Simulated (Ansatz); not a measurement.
**InNH2Cl (SMILES [NH2][In][Cl]): U-wB97M-V/def2-SVP (core potential)**

What is the vertical ionisation energy of InNH2Cl at U-wB97M-V/def2-SVP (core potential)? 

The calculation is run with Ansatz 0.2.0.

58 further runs of the same task are left out: 58 set aside as unsound or not needed.

## (1) The structure to begin with

InNH2Cl: 5 atoms, total charge 0, spin state doublet. As SMILES, `[NH2][In][Cl]`. The shape is that of a PBE0-D4/def2-TZVP optimisation. This is one conformer, not always the lowest.

Bond lengths: N1–In2 2.072 Å, In2–Cl3 2.369 Å, N1–H4 1.015 Å, N1–H5 1.017 Å. Angles: N1–In2–Cl3 113.1°, In2–N1–H4 113.0°, In2–N1–H5 110.3°, H4–N1–H5 107.4°.

## (2) The energy at U-wB97M-V/def2-SVP (core potential)

File input.yaml:

```yaml
crystal:
  periodic: [false, false, false]
  atoms:
    - symbol: "N"
      position_ang: [-0.142600, 0.808600, -0.493900]
    - symbol: In
      position_ang: [-0.411600, -1.217800, -0.153300]
    - symbol: Cl
      position_ang: [1.391500, -2.211500, 1.018700]
    - symbol: H
      position_ang: [-0.999700, 1.283800, -0.756700]
    - symbol: H
      position_ang: [0.212300, 1.263200, 0.343800]
basis:
  gaussian: {orbitals: def2-SVP}
accuracy: high
hamiltonian: {xc: {name: wB97M-V}}
magnetization: {spin_polarized: true, initial_magnetization: 1}
output: {orbitals: {seedname: orbitals}}
```

Command:

```sh
$ ansatz run input.yaml --threads 1 --pin off --max-ram 2610MiB --events-out events.jsonl --progress --plain --runs-dir runs
```

The program printed:

```text
Warning: RAYON_NUM_THREADS=1 ignored (pool sized by the plan → 1); use --threads N
Functional definition: wB97M-V
  name "wB97M-V"
  parameter omega = 0.3/bohr
  parameter cx = 0.15
  parameter cx01 = 1.007
  parameter cx10 = 0.259
  parameter css00 = 0.443
  parameter css04 = -1.437
  parameter css10 = -4.535
  parameter css20 = -3.390
  parameter css43 = 4.278
  parameter cos00 = 1.000
  parameter cos10 = 1.358
  parameter cos20 = 2.924
  parameter cos21 = -8.812
  parameter cos60 = -1.390
  parameter cos61 = 9.142
  parameter b = 6.0
  parameter c = 0.01
  gx(w, u) = 1 - cx + cx01*u + cx10*w
  gss(w, u) = css00 + css04*u^4 + css10*w + css20*w^2 + css43*w^4*u^3
  gos(w, u) = cos00 + cos10*w + (cos20 + cos21*u)*w^2 + (cos60 + cos61*u)*w^6
  exchange = spin_sum(e_x_unif_sr(omega)*gx(b97_w, b97_u_x)) + cx*exact_x_sr(omega) + exact_x_lr(omega)
  correlation = spin_sum(e_c_pw_mod_same_spin*gss(b97_w, b97_u_same))
      + integral(e_c_pw_mod_opposite_spin*gos(b97_w_opposite, b97_u_opposite)) + vv10(b, c)
1544 factors; integrals over basis functions are off by at most 3.3e-9 eV
320 factors; integrals over basis functions are off by at most 2.1e-9 eV
mean field evaluation 1: about -19206.5217 eV, gradient 3.4e1 eV
mean field evaluation 2: about -19202.6902 eV, gradient 4.4e1 eV
mean field evaluation 4: about -19211.9715 eV, gradient 1.6e0 eV
mean field evaluation 8: about -19212.0522 eV, gradient 1.7e-1 eV
mean field evaluation 16: about -19212.0531 eV, gradient 6.9e-4 eV
mean field evaluation 32: about -19212.0531 eV, gradient 5.4e-8 eV
mean field -19212.05311637 eV, -706.0299296293 hartree, gradient 5.4e-8 eV, S^2 0.757565; 0 other end points of the search recorded, 0 dependent functions left out
reference -19212.05312059 eV, -706.0299297844 hartree; 24, 23 occupied and 44, 45 virtual orbitals, 1544 factors
Total energy: -19212.05312059 eV, -706.0299297844 hartree
```

Run time: 1.8 min. Hardware: 1 thread of Arm Neoverse V1, shared host; peak memory 0.84 GiB.

## (3) The singlet cation at the same level

File job.yaml:

```yaml
basis:
  gaussian: {orbitals: def2-SVP}
crystal:
  periodic: [false, false, false]
  atoms:
    - {symbol: "N", position_ang: [-0.142600, 0.808600, -0.493900]}
    - {symbol: In, position_ang: [-0.411600, -1.217800, -0.153300]}
    - {symbol: Cl, position_ang: [1.391500, -2.211500, 1.018700]}
    - {symbol: H, position_ang: [-0.999700, 1.283800, -0.756700]}
    - {symbol: H, position_ang: [0.212300, 1.263200, 0.343800]}
total_charge: 1
hamiltonian: {xc: {name: wB97M-V}}
accuracy: high
output: {orbitals: {seedname: orbitals}}
```

Command:

```sh
$ ansatz run job.yaml --threads 1 --pin off --max-ram 2610MiB --events-out events.jsonl --progress --plain --runs-dir runs
```

The program printed, cut to the lines that bear on the results:

```text
Warning: RAYON_NUM_THREADS=1 ignored (pool sized by the plan → 1); use --threads N
[... 2 set-up lines as earlier in the session ...]
[...]
  gx(w, u) = 1 - cx + cx01*u + cx10*w
  gss(w, u) = css00 + css04*u^4 + css10*w + css20*w^2 + css43*w^4*u^3
  gos(w, u) = cos00 + cos10*w + (cos20 + cos21*u)*w^2 + (cos60 + cos61*u)*w^6
[...]
      + integral(e_c_pw_mod_opposite_spin*gos(b97_w_opposite, b97_u_opposite)) + vv10(b, c)
1543 factors; integrals over basis functions are off by at most 3.3e-9 eV
320 factors; integrals over basis functions are off by at most 2.1e-9 eV
[...]
mean field -19203.61000346 eV, -705.7196509526 hartree, gradient 8.5e-8 eV, S^2 0.000000; 0 other end points of the search recorded, 0 dependent functions left out
reference -19203.61000833 eV, -705.7196511317 hartree; 23, 23 occupied and 45, 45 virtual orbitals, 1543 factors
Total energy: -19203.61000833 eV, -705.7196511317 hartree
```

It took 66 s on 1 thread of Arm Neoverse V1, shared host; peak memory 0.42 GiB.

## (4) Results

At U-wB97M-V/def2-SVP (core potential):

| quantity | value |
| --- | --- |
| doublet InNH2Cl: total energy | -706.02993 Eh |
| doublet InNH2Cl: HOMO energy (highest over α and β) | -8.29 eV |
| doublet InNH2Cl: LUMO energy (lowest over α and β) | -1.83 eV |
| doublet InNH2Cl: ⟨S²⟩ | 0.758 |
| singlet cation: total energy | -705.71965 Eh |
| singlet cation: HOMO energy | -15.85 eV |
| singlet cation: LUMO energy | -8.62 eV |
| singlet cation: HOMO–LUMO gap | 7.24 eV |
| vertical ionisation energy (to the singlet cation) | 8.443 eV |

**Reading.** Removing an electron at fixed nuclei costs 8.44 eV (195 kcal/mol). Only the singlet of the ionised species was computed; a triplet could lie lower.
